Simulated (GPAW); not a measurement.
MgO:

```
Mg O
1.0
     0.00000    2.10550    2.10550
     2.10550    0.00000    2.10550
     2.10550    2.10550    0.00000
Mg O
1 1
Direct
  0.00000 0.00000 0.00000
  0.50000 0.50000 0.50000
```

The cell was built by a generator and isn't the measured one.

Base run:

| Item | Value |
| --- | --- |
| Program | GPAW 26.7.0 |
| Functional | PBE |
| Potentials or basis | GPAW PAW data sets (gpaw-data 1.2.1) |
| Cutoff | 600 eV |
| Basis | pw |
| k mesh | 8 × 8 × 8 |
| Occupations | fermi-dirac, width 0.05 eV |
| Spin | no spin polarisation |

Its results: band gap on the k mesh 4.77 eV, direct.

**Question.** The run is repeated on the same cell with these changes: functional from PBE to GLLB-SC; potentials or basis from GPAW PAW data sets (gpaw-data 1.2.1) to the program's PAW data sets (release 1.2.1) made for this functional. What comes out?

**Answer.** Band gap on the k mesh with the derivative discontinuity 8.27 eV.

Caveats: the GLLB-SC gap is the Kohn-Sham gap of the path plus the derivative discontinuity (some runs); a model potential gives levels but no total energy (some runs).

